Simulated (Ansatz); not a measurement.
# GeH₃ radical: single points off equilibrium

The atoms stand at a structure displaced at random from a GFN2-xTB minimum. How far do the functionals agree with CCSD(T) there?

Program: Ansatz 0.2.0, Gaussian basis. Level of theory: single points in def2-TZVPP. These are calculated values, not measurements.

Cores are frozen in the correlated methods. Filled d shells of the heavier atoms are correlated. Orbitals are unrestricted.

## Step 1: Where the work starts

SMILES `[GeH3]`, 4 atoms, charge 0, spin multiplicity 2.

Atoms are counted from 1 here; the program's logs count them from 0.

Bond lengths: Ge1–H2 1.720 Å, Ge1–H3 1.574 Å, Ge1–H4 1.552 Å. Angles: H2–Ge1–H3 87.1°, H2–Ge1–H4 108.3°, H3–Ge1–H4 105.3°.

Geometry (Å):

```xyz
4

Ge    0.3475   -0.1438   -0.4250
H     0.9066    0.0038    1.1944
H    -0.8133   -1.0436    0.1414
H    -0.3309    1.1921   -0.8290
```

## Step 2: CCSD(T)/def2-TZVPP

run/in.yaml

```yaml
crystal:
  periodic: [false, false, false]
  atoms:
    - {symbol: Ge, position_ang: [0.347500, -0.143800, -0.425000]}
    - {symbol: H, position_ang: [0.906600, 0.003800, 1.194400]}
    - {symbol: H, position_ang: [-0.813300, -1.043600, 0.141400]}
    - {symbol: H, position_ang: [-0.330900, 1.192100, -0.829000]}
basis:
  gaussian: {orbitals: def2-TZVPP}
magnetization: {spin_polarized: true, initial_magnetization: 1}
correlation: {method: ccsd_t}
scf: {omitted_lower_state_checks: [cluster_reference]}
output: {forces: true}
```

The command line of these runs was not kept.

## Step 3: PBE0-D4/def2-TZVPP

Edit run/in.yaml of step 2 so:

```diff
@@ -10,4 +10,3 @@
 magnetization: {spin_polarized: true, initial_magnetization: 1}
-correlation: {method: ccsd_t}
-scf: {omitted_lower_state_checks: [cluster_reference]}
-output: {forces: true}
+hamiltonian: {xc: pbe0, dispersion: d4}
+output: {forces: true, orbitals: {seedname: orbitals}}
```

## Step 4: wB97M-V/def2-TZVPP

Edit run/in.yaml of step 3 so:

```diff
@@ -10,3 +10,3 @@
 magnetization: {spin_polarized: true, initial_magnetization: 1}
-hamiltonian: {xc: pbe0, dispersion: d4}
-output: {forces: true, orbitals: {seedname: orbitals}}
+hamiltonian: {xc: {name: wB97M-V}}
+output: {forces: true}
```

## Step 5: r2SCAN-D4/def2-TZVPP

Edit run/in.yaml of step 4 so:

```diff
@@ -10,3 +10,3 @@
 magnetization: {spin_polarized: true, initial_magnetization: 1}
-hamiltonian: {xc: {name: wB97M-V}}
+hamiltonian: {xc: r2scan, dispersion: d4}
 output: {forces: true}
```

## Step 6: PBE-D4/def2-TZVPP

Edit run/in.yaml of step 5 so:

```diff
@@ -10,3 +10,3 @@
 magnetization: {spin_polarized: true, initial_magnetization: 1}
-hamiltonian: {xc: r2scan, dispersion: d4}
+hamiltonian: {xc: pbe, dispersion: d4}
 output: {forces: true}
```

## Step 7: B97M-V/def2-TZVPP

Edit run/in.yaml of step 6 so:

```diff
@@ -10,3 +10,3 @@
 magnetization: {spin_polarized: true, initial_magnetization: 1}
-hamiltonian: {xc: pbe, dispersion: d4}
+hamiltonian: {xc: {name: B97M-V}}
 output: {forces: true}
```

## Step 8: SPW92/def2-TZVPP

Edit run/in.yaml of step 7 so:

```diff
@@ -10,3 +10,3 @@
 magnetization: {spin_polarized: true, initial_magnetization: 1}
-hamiltonian: {xc: {name: B97M-V}}
+hamiltonian: {xc: lda}
 output: {forces: true}
```

(Steps that only read results are left out.)

Q: Predict the outcome of this session. Wanted: energy less free atoms, CCSD(T)/def2-TZVPP; RMS force component; RMS force error; HOMO and LUMO, PBE0-D4; T1 diagnostic.

The runs gave:

```
                                  quantity                                                                                        value
energy less free atoms, CCSD(T)/def2-TZVPP                                                                                -809.9 kJ/mol
                       RMS force component                                                         0.945 to 1.100 eV/Å over the methods
                           RMS force error  PBE0-D4 0.076, wB97M-V 0.030, r2SCAN-D4 0.051, PBE-D4 0.223, B97M-V 0.130, SPW92 0.161 eV/Å
                    HOMO and LUMO, PBE0-D4                                                                           -7.18 and -3.64 eV
                             T1 diagnostic                                                                                        0.013
```

What this shows: Against CCSD(T) the functionals' energies less atoms differ by -106.2 to +9.9 kJ/mol, PBE-D4 by +5.9 kJ/mol. CCSD(T) in triple zeta still lacks some correlation energy of the bonds, so part of these gaps is its own basis error and they don't rank the functionals. The forces of wB97M-V come nearest to CCSD(T), those of PBE-D4 are farthest. Frozen-core CCSD(T) forces in triple zeta carry basis errors of their own, and this is one geometry, so small gaps rank nothing.
